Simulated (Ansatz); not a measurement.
# RuSe (Pm-3m) in Ansatz: settings compared

One crystal, RuSe, is run at these levels: PBE+U, PBEsol+U; tasks: single point.

Program: Ansatz 0.2.0. These are calculated values, not measurements. Logs are shortened: lines on timing, memory, paths and dates and some standing lists are left out, and cuts for length are marked.

## (1) The structure

It takes space group Pm-3m (No. 221, cubic). Conventional cell: a = 3.188 Å, b = 3.188 Å, c = 3.188 Å, α = 90.00°, β = 90.00°, γ = 90.00°. Around Ru (site symmetry m-3m) lie 8 Se at 2.76 Å. Se (site symmetry m-3m) is surrounded by 8 Ru at 2.76 Å.

The cell comes from a database or a generator and needn't be the stable form of this composition.

## (2) Single point, PBE+U

Input file input.yaml:

```yaml
crystal:
  lattice:
    - [3.18769231, 0.0, 0.0]
    - [0.0, 3.18769231, 0.0]
    - [0.0, 0.0, 3.18769231]
  atoms:
    - { symbol: Ru, position: [0.0, 0.0, 0.0] }
    - { symbol: Se, position: [0.5, 0.5, 0.5] }
hamiltonian:
  xc: pbe
  pseudopotentials: { kind: paw }
  hubbard: { sites: [{ species: Ru, l: d, u_eff: 6.0 }] }
kpoints:
  mp_grid: { grid: [6, 6, 6] }
scf:
  occupations: { method: gaussian, width: 0.05 }
output:
  forces: true
  stress: true
  eigenvalues: true
  write_density: true
  write_potential: true
  elf: true
  volumetric_format: npy
```

Potentials or basis: Ansatz PAW.

Started as:

```sh
> ansatz run input.yaml --threads 2 --pin off --max-ram 5632MiB --backend cpu --events-out ev --progress --plain --runs-dir out
```

The program printed:

```text
Warning: RAYON_NUM_THREADS=2 ignored (pool sized by the plan → 2); use --threads N
Ru: projections on atomic orbitals take those of the free atom [Ar 3d10] 4s2 4p6 4d7 5s1, of charge +0.00 (hamiltonian.pseudopotentials.projection_atoms); the dataset's partial waves leave at most 8.1e-6 of an orbital's norm unspanned inside its sphere
Se: projections on atomic orbitals take those of the free atom [Ar] 3d10 4s2 4p4, of charge +0.00 (hamiltonian.pseudopotentials.projection_atoms); the dataset's partial waves leave at most 2.3e-6 of an orbital's norm unspanned inside its sphere
Engine: ansatz 0.2.0, aarch64-unknown-linux-gnu
Pseudopotentials: kind: paw
Pseudopotential: Ru, paw, valence charge 16, recommended cutoff 420 eV (normal), Ru.paw.azcp
Pseudopotential: Se, paw, valence charge 16, recommended cutoff 420 eV (normal), Se.paw.azcp
Functional definition: PBE
  parameter kappa = 0.804
  parameter beta = 0.06672455060314922
  exchange = pbe_x(kappa = kappa, mu = beta*pi^2/3)
  correlation = pbe_c(beta = beta)
Crystal: 2 atoms, lattice volume = 32.391 Å³
Basis set: ecut = 420 eV, 619 PW (Γ), exchange–correlation on 48×48×48 points (8 copies of the dense FFT grid, shifted against one another)
Bands: 20, of which v1, the nominal top of the filled ones, is band 16 counted from 1 (15 counted from 0)
Symmetry: 48 space group operations
Space group: Pm-3m (ITA 221), of the structure as read, at distance tolerance 3.2e-5 Å
k-points: 20 of 216
Non-local potential: Ru, projectors of the file, l = 0: 3, l = 1: 2, l = 2: 2, l = 3: 1
Non-local potential: Se, projectors of the file, l = 0: 2, l = 1: 2, l = 2: 3, l = 3: 1
PAW form: soft (Blöchl's): semilocal exchange-correlation on the pseudo side does not see the compensation charge
PAW one-centre angular grid: Ru, 590 points (default); XC on 64 Gauss nodes
PAW one-centre angular grid: Se, 590 points (default); XC on 64 Gauss nodes
Initial density: superposition of atomic densities (chi_scale 0.1, normalization cell, long waves kept (reshape's long-wave potential 0.00 eV rms))
Initial wavefunctions: pseudopotential atomic-orbital guess
Functional: x = pbe(κ = 0.804, μ = 0.2195149727645171), c = pbe(β = 0.06672455060314922)
SCF iter   1: F=—  HF=-11341.947279 eV  |F-HF|=—  |Δ(HF+E_count)|=         —  Δρ=6.46e-2  dr2=2.73e0  ethr=3.10e-3  ⟨swp⟩=5.4  Hψ=1666  notcnv=0
preconditioner: auto → none  [insulator: Δε(μ)=0.061 eV  Ē_g=8.877 eV  σ=0.050 eV  W_gap=0.57  n_scr=6 (ndim 8)  ℏωp=24.4 eV  f_vac=0.000  D(μ)=2.94/eV (n_scr^D=32)  ε∞_Penn≈8.6]
SCF iter   2: F=—  HF=-11342.463790 eV  |F-HF|=—  |Δ(HF+E_count)|=   5.17e-1  Δρ=9.77e-2  dr2=5.01e0  ethr=3.10e-3  ⟨swp⟩=3.0  Hψ=848  notcnv=0  defer=1
SCF iter   3: F=—  HF=-11341.527697 eV  |F-HF|=—  |Δ(HF+E_count)|=   9.36e-1  Δρ=2.09e-2  dr2=1.51e-1  ethr=3.10e-3  ⟨swp⟩=2.2  Hψ=751  notcnv=0  defer=2
SCF iter   4: F=—  HF=-11341.515118 eV  |F-HF|=—  |Δ(HF+E_count)|=   1.26e-2  Δρ=7.18e-3  dr2=2.07e-2  ethr=4.72e-4  ⟨swp⟩=2.2  Hψ=717  notcnv=0  defer=3
SCF iter   5: F=—  HF=-11341.514624 eV  |F-HF|=—  |Δ(HF+E_count)|=   4.94e-4  Δρ=2.09e-3  dr2=3.95e-4  ethr=6.47e-5  ⟨swp⟩=2.1  Hψ=590  notcnv=0  defer=3
SCF iter   6: F=—  HF=-11341.515429 eV  |F-HF|=—  |Δ(HF+E_count)|=   8.05e-4  Δρ=1.45e-3  dr2=4.10e-4  ethr=1.23e-6  ⟨swp⟩=2.0  Hψ=728  notcnv=0  defer=3
SCF iter   7: F=—  HF=-11341.515874 eV  |F-HF|=—  |Δ(HF+E_count)|=   4.45e-4  Δρ=8.63e-4  dr2=1.96e-4  ethr=1.23e-6  ⟨swp⟩=1.1  Hψ=398  notcnv=0  defer=3
SCF iter   8: F=—  HF=-11341.516027 eV  |F-HF|=—  |Δ(HF+E_count)|=   1.52e-4  Δρ=3.40e-4  dr2=3.69e-5  ethr=6.14e-7  ⟨swp⟩=1.3  Hψ=406  notcnv=0  defer=3
SCF iter   9: F=—  HF=-11341.516044 eV  |F-HF|=—  |Δ(HF+E_count)|=   1.74e-5  Δρ=9.67e-6  dr2=3.05e-8  ethr=3.13e-10  ⟨swp⟩=7.6  Hψ=2816  notcnv=0
SCF iter  10: F=-11341.516044 eV  HF=-11341.516044 eV  |F-HF|=3.31e-10  |Δ(HF+E_count)|=   1.06e-8  Δρ=1.42e-6  dr2=5.88e-10  ethr=9.52e-11  ⟨swp⟩=4.9  Hψ=2212  notcnv=0
SCF 1 converged in 10 iterations: F = -11341.516044 eV  dr2 = 5.88e-10
SCF converged after 10 iterations
Free energy (F): -11341.516044 eV
Harris-Foulkes:  -11341.516044 eV  (|F-HF|=3.31e-10)
Internal energy: -11341.514594 eV  (E = F + TS)
E sigma→0 (E₀):  -11341.515319 eV
Entropy (-TS):   -0.001449 eV (-0.725 meV/atom)
Fermi energy:    16.984925 eV
--- Per-component energies (eV) ---
  E_band       = -404.768913
  E_kinetic    = 634.156318
  E_local      = -3279.946854  (includes V_loc(G=0)·N_el)
  E_nonlocal   = -244.207866
  E_hartree    = 1421.626368
  E_xc         = -293.568621
  E_vxc        = -335.888532  (∫ρ·V_xc dr)
  E_hubbard    = 5.475930  (on-site DFT+U / exact-exchange correction)
  E_vhub       = -11.819441  (the Hubbard potential's part of the band-sum identity)
  E_paw        = -5376.568972  (= ΣΔE_a)
  E_vpaw       = -10.314878  (= ΣTr[D̂ρ^β])
  E_aug_tail   = -0.000720  (compensation charges beyond the density's cutoff)
  E_ewald      = -4208.480178
  E_smearing   = -0.001449  (= −TS)
  E_closure    = 0.000000  (closes the sum)
  Σ components = -11341.516044   (vs F -11341.516044, Δ=0.00e0)
--- Forces (eV/Å), atoms counted from 1 ---
  atom   1  Ru    -0.00000000    -0.00000000    -0.00000000
  atom   2  Se     0.00000000    -0.00000000     0.00000000
  max |Σ_I F_I| component: 4.08e-30 eV/Å
--- Stress (GPa, compression-positive) ---
      -10.970983       0.000000       0.000000
        0.000000     -10.970983      -0.000000
        0.000000      -0.000000     -10.970983
  P = ⅓ Tr σ = -10.9710 GPa (-109.710 kbar)
--- Band table (eV; the first three rows and the last of 20) ---
  k-point 0: bands = ["-54.0885", "-32.1247", "-32.1247", "-32.1173", "-32.1173", "-32.1173", "-24.1170", "-24.1170", "-24.1170", "1.2526", "13.0528", "13.0528", "15.6976", "15.6976", "15.6976", "15.7696", "15.7696", "15.7696", "20.1005", "26.2488"]
  k-point 1: bands = ["-54.0870", "-32.1246", "-32.1232", "-32.1178", "-32.1178", "-32.1173", "-24.1451", "-24.1144", "-24.1144", "1.5439", "12.2187", "13.2031", "14.3543", "14.3543", "15.3129", "15.8158", "17.3719", "17.3719", "21.4696", "25.5093"]
  k-point 2: bands = ["-54.0852", "-32.1244", "-32.1201", "-32.1186", "-32.1186", "-32.1171", "-24.1995", "-24.1090", "-24.1090", "2.2510", "10.1256", "13.4256", "13.4256", "13.5330", "15.9102", "16.3051", "19.0221", "19.0221", "22.6921", "24.2080"]
  k-point 19: bands = ["-54.0691", "-32.1207", "-32.1207", "-32.1207", "-32.1154", "-32.1154", "-24.1968", "-24.1968", "-24.1968", "4.7495", "9.9241", "9.9241", "9.9241", "17.1673", "17.1673", "19.6862", "19.6862", "19.6862", "20.2895", "20.2895"]
Occupation matrices written to <dir>
```

It took 1.5 s on 2 threads of Arm Neoverse V1, shared host; peak memory 0.29 GiB.

What came out:

```yaml
Free_energy: -11341.5160 eV
Pressure: -11.0 GPa
Band_gap_on_the_k_mesh: none (metal or under the smearing width)
```

Eigenvalues of the final occupation matrices:
| site | spin | trace | eigenvalues |
| --- | --- | --- | --- |
| site 1 | 1 | 3.80 | 0.74 0.74 0.77 0.77 0.77 |

Caveat: U without spin polarisation on a metal has little footing.

## (3) Single point, PBEsol+U

input.yaml, as its differences from that of step 2:

```diff
@@ -9,5 +9,5 @@
 hamiltonian:
-  xc: pbe
+  xc: pbesol
   pseudopotentials: { kind: paw }
-  hubbard: { sites: [{ species: Ru, l: d, u_eff: 6.0 }] }
+  hubbard: { sites: [{ species: Ru, l: d, u_eff: 7.0 }] }
 kpoints:
```

Potentials or basis: Ansatz PAW.

Started as:

```sh
> ansatz run input.yaml --threads 2 --pin off --max-ram 5632MiB --backend cpu --events-out ev --progress --plain --runs-dir out
```

Wall time 1.5 s (2 threads of Arm Neoverse V1, shared host); peak memory 0.29 GiB.

Results (log left out):

```yaml
Free_energy: -11233.5915 eV
Pressure: -18.2 GPa
Band_gap_on_the_k_mesh: none (metal or under the smearing width)
```

Levels at points of the mesh, in eV from the Fermi level:
| k point | band 12 | band 13 | band 14 | band 15 | band 16 | band 17 | band 18 | band 19 | band 20 |
| --- | --- | --- | --- | --- | --- | --- | --- | --- | --- |
| (0.00, 0.00, 0.00) | -4.01 | -1.33 | -1.33 | -1.33 | -1.25 | -1.25 | -1.25 | 3.12 | 9.33 |
| (0.00, 0.00, -0.50) | -3.98 | -3.98 | -3.33 | -1.14 | 0.18 | 2.93 | 2.93 | 6.07 | 6.63 |
| (0.00, -0.50, -0.50) | -5.47 | -3.51 | -2.42 | -2.42 | -1.24 | 0.11 | 0.29 | 3.91 | 11.02 |
| (-0.50, -0.50, -0.50) | -7.14 | -7.14 | 0.18 | 0.18 | 2.70 | 2.70 | 2.70 | 3.34 | 3.34 |

Eigenvalues of the final occupation matrices:
```tsv
site	spin	trace	eigenvalues
site 1	1	3.81	0.73 0.73 0.78 0.78 0.78
```

Caveat: U without spin polarisation on a metal has little footing; the PAW data sets come from PBE, with cores solved anew for the run's functional, which leaves a small shift of forces and pressure.
